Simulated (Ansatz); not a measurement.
Working through a projected density of states of HfO2, space group P4_2/mnm

Computed with Ansatz 0.2.0 through its Python package.

Typed at the interpreter:
```pycon
>>> import warnings
>>> import ansatz as az
>>> import numpy as np
>>> from pymatgen.core import Lattice, Structure
>>> from pymatgen.io.ase import AseAtomsAdaptor
>>> warnings.simplefilter("ignore", az.DeckWarning)
>>> pmg_structure = Structure(
...     Lattice([(4.813533, 0.0, 0.0), (0.0, 4.813533, 0.0), (0.0, 0.0, 3.205415)]),
...     ["Hf", "Hf", "O", "O", "O", "O"],
...     [
...         (0.0, 0.0, 0.0),
...         (0.5, 0.5, 0.5),
...         (0.194955, 0.805045, 0.5),
...         (0.305045, 0.305045, 0.0),
...         (0.694955, 0.694955, 0.0),
...         (0.805045, 0.194955, 0.5),
...     ],
... )
>>> hfo2 = az.Crystal.from_ase(AseAtomsAdaptor.get_atoms(pmg_structure))
>>> [site.symbol for site in hfo2.resolved().sites]
['Hf', 'Hf', 'O', 'O', 'O', 'O']
>>> base = (
...     hfo2.calculation()
...     .functional("r2scan")
...     .kpoints(6, 6, 8)
...     .occupations("Fermi-Dirac", width=20 * az.meV)
...     .scf(extra_bands=18)
...     .density_of_states(projected=True, energy_step=0.05)
... )
>>> history = []
>>> done = base.session().plan().execute(on_event=lambda event: history.append(event["data"]["dr2_ev"]) if event["event"] == "scf_iter" else None)
>>> summary = done.report
>>> summary["n_iterations"], summary["closed_by"]
(8, 'deck_thresholds')
>>> summary["free_energy_ev"]
-33752.609505571585
>>> done.lattice.cell_ang
array([[4.813533, 0.      , 0.      ],
       [0.      , 4.813533, 0.      ],
       [0.      , 0.      , 3.205415]])
>>> print("density residual by iteration (eV):", " ".join(f"{value:.1e}" for value in history[:40]))
density residual by iteration (eV): 7.6e-02 1.5e-02 3.7e-03 4.5e-04 1.5e-05 2.0e-06 1.5e-07 2.0e-09
>>> dos = done.density_of_states()
>>> energy = np.asarray(dos.energies_ev) - dos.fermi_ev
>>> curves = {}
>>> for site in done.projected_density_of_states().sites:
...     for shell in site.shells:
...         weight = sum(np.sum(curve.g_bin_mean_per_ev, axis=0) for curve in shell.curves)
...         name = f"{site.species} {shell.label}"
...         curves[name] = curves.get(name, 0) + weight
...
>>> print("E-EF   " + " ".join(f"{name:>8s}" for name in curves))
E-EF      Hf 5S    Hf 6S    Hf 5P    Hf 5D    Hf 4F     O 2S     O 2P
>>> for e in np.arange(-6, 4 + 0.1, 0.5):
...     print(f"{e:5.1f}  " + " ".join(f"{np.interp(e, energy, g):8.3f}" for g in curves.values()))
...
 -6.0     0.012    0.156    0.091    2.499    0.018    0.025    7.684
 -5.5     0.010    0.082    0.030    0.706    0.022    0.065    3.031
 -5.0     0.005    0.064    0.039    0.506    0.024    0.052    3.049
 -4.5     0.004    0.042    0.041    0.378    0.025    0.046    3.041
 -4.0     0.003    0.026    0.071    0.604    0.043    0.049    5.691
 -3.5     0.001    0.015    0.054    0.413    0.040    0.014    5.943
 -3.0     0.001    0.006    0.031    0.148    0.040    0.014    6.324
 -2.5     0.000    0.000    0.000    0.003    0.001    0.000    0.639
 -2.0     0.000    0.000    0.000    0.000    0.000    0.000    0.000
 -1.5     0.000    0.000    0.000    0.000    0.000    0.000    0.000
 -1.0     0.000    0.000    0.000    0.000    0.000    0.000    0.000
 -0.5     0.000    0.000    0.000    0.000    0.000    0.000    0.000
  0.0     0.000    0.000    0.000    0.000    0.000    0.000    0.000
  0.5     0.000    0.000    0.000    0.000    0.000    0.000    0.000
  1.0     0.000    0.000    0.000    0.000    0.000    0.000    0.000
  1.5     0.000    0.000    0.000    0.000    0.000    0.000    0.000
  2.0     0.000    0.000    0.000    0.000    0.000    0.000    0.000
  2.5     0.000    0.027    0.000    0.199    0.000    0.002    0.031
  3.0     0.003    0.198    0.002    4.271    0.002    0.042    0.457
  3.5     0.001    0.047    0.001    3.141    0.002    0.025    0.431
  4.0     0.001    0.058    0.003    5.404    0.002    0.029    0.640
```

What to keep in mind:
- Absolute energies stand on the zero of these potentials, so only differences at equal settings mean something. A total without «per atom» is that of the whole cell that was run.
- No spin polarisation was allowed.
- Semilocal gaps usually lie well under measured ones.
- In a crystal with a gap the Fermi level's place inside it depends on smearing and mesh.
- The crystal has a gap of about 4.59 eV on the mesh; bins of finite width blur the band edges.
- Spin-orbit coupling, which matters for elements this heavy, is left out.
- This cell is a computed structure, which may not be the phase found in nature.
- Curves are summed over the cell's atoms. Only shells that the potentials hold have channels, so projections don't add up to the total, least of all where a shell is missing (p of most metals); heights and places of peaks move with the mesh.
- The density of states is complete only as far up as bands were computed.
- Wall time of the script: 28 s on 1 thread of Arm Neoverse V2, with other jobs on the host, peak memory 0.67 GiB.
